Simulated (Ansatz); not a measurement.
# C₂H₇O₂Ta: a ladder of functionals and wavefunction methods

One table from this session's results is given with a row withheld; the runs are named, their logs left out.

Computed with Ansatz 0.2.0, Gaussian basis. Level: functionals in def2-TZVPP, the program's frozen cores in correlated methods.

The runs, in order: LDA (SPW92), PBE-D4, revPBE-D4, BLYP-D4, r2SCAN-D4, B97M-V, PBE0-D4, B3LYP-D4, r2SCANh-D4, r2SCAN0-D4, HSE06-D4, BHLYP-D4, CAM-B3LYP-D4, LC-ωPBE, ωB97X-V, ωB97M-V, B2PLYP, PBE-QIDH; CCSD(T)/def2-SVP; CCSD(T)/def2-TZVPP; MP2/def2-QZVPP; extrapolation to the limit; RPA on PBE.

### The relaxed structure

An earlier PBE0-D4 in a triple-zeta def2 set relaxation fixed the geometry. Ta takes the def2 core potential; no spin-orbit term is included.

12 atoms, charge 0, spin multiplicity 1.

Atoms are counted from 1 here; the program's logs count them from 0.

Bond lengths: C1–Ta2 2.160 Å, C1–H6 1.096 Å, C1–H7 1.097 Å, C1–H8 1.094 Å, Ta2–C3 2.160 Å, Ta2–O4 1.716 Å, Ta2–O5 1.907 Å, C3–H9 1.096 Å, C3–H10 1.094 Å, C3–H11 1.097 Å, O5–H12 0.956 Å. Angles: Ta2–C1–H6 112.1°, Ta2–C1–H7 108.6°, Ta2–C1–H8 112.6°, H6–C1–H7 108.0°, H6–C1–H8 108.4°, H7–C1–H8 106.9°, C1–Ta2–C3 108.0°, C1–Ta2–O4 106.5°, C1–Ta2–O5 112.8°, C3–Ta2–O4 106.5°, C3–Ta2–O5 112.8°, O4–Ta2–O5 109.8°, Ta2–C3–H9 112.1°, Ta2–C3–H10 112.6°, Ta2–C3–H11 108.6°, H9–C3–H10 108.4°, H9–C3–H11 108.0°, H10–C3–H11 106.9° and more.

The first run:

File in.yaml:

```yaml
crystal:
  periodic: [false, false, false]
  atoms:
    - {symbol: C, position_ang: [-1.594611, -0.009924, -0.922034]}
    - {symbol: Ta, position_ang: [0.508708, 0.189969, -0.472353]}
    - {symbol: C, position_ang: [0.903814, -0.879897, 1.362104]}
    - {symbol: O, position_ang: [1.353497, -0.642211, -1.713303]}
    - {symbol: O, position_ang: [1.082217, 2.007026, -0.407697]}
    - {symbol: H, position_ang: [-2.221672, 0.545237, -0.215230]}
    - {symbol: H, position_ang: [-1.867397, -1.070840, -0.857867]}
    - {symbol: H, position_ang: [-1.840606, 0.321366, -1.935090]}
    - {symbol: H, position_ang: [0.457988, -0.384878, 2.232245]}
    - {symbol: H, position_ang: [1.973436, -1.010584, 1.550082]}
    - {symbol: H, position_ang: [0.468511, -1.884035, 1.282271]}
    - {symbol: H, position_ang: [0.853113, 2.763572, 0.130770]}
basis:
  gaussian: {orbitals: def2-TZVPP}
hamiltonian: {xc: lda}
output: {orbitals: {seedname: orbitals}}
```

Started as:

```console
> ansatz run in.yaml --threads 4 --pin off --events-out ev --progress --plain --max-ram 11315MiB
```

Steps of the session up to this table: LDA; PBE-D4 (GGA); revPBE-D4 (GGA); BLYP-D4 (GGA); r2SCAN-D4 (meta-GGA); B97M-V (meta-GGA); PBE0-D4 (hybrid); B3LYP-D4 (hybrid); r2SCANh-D4 (hybrid); r2SCAN0-D4 (hybrid); HSE06-D4 (hybrid); BHLYP-D4 (hybrid); CAM-B3LYP-D4 (range-separated); LC-ωPBE (range-separated); ωB97X-V (range-separated); ωB97M-V (range-separated); B2PLYP (double hybrid); PBE-QIDH (double hybrid).

One of the session's tables, all rows but one given; the rest of the session is left out.

It belongs to the step «Frontier levels by functional». 

| functional | HOMO (eV) | gap (eV) |
| --- | --- | --- |
| LDA (SPW92) | -6.85 | 4.27 |
| PBE-D4 | -6.70 | 4.38 |
| revPBE-D4 | -6.63 | 4.42 |
| BLYP-D4 | -6.58 | 4.35 |
| r2SCAN-D4 | -7.00 | 4.90 |
| B97M-V | -7.08 | 4.98 |
| PBE0-D4 | -8.08 | 6.67 |
| B3LYP-D4 | -7.85 | 6.18 |
| r2SCANh-D4 | -7.51 | 5.74 |
| r2SCAN0-D4 | -8.29 | 7.01 |
| HSE06-D4 | ? | ? |
| BHLYP-D4 | -9.39 | 8.97 |
| CAM-B3LYP-D4 | -9.52 | 9.20 |
| LC-ωPBE | -10.92 | 11.86 |
| ωB97X-V | -10.55 | 11.35 |
| ωB97M-V | -10.43 | 11.09 |

Estimate the missing values for HSE06-D4.

**Answer.** HOMO (eV): -7.68; gap (eV): 5.88. In the column «HOMO (eV)» it lies between B3LYP-D4 (-7.85) and r2SCANh-D4 (-7.51).
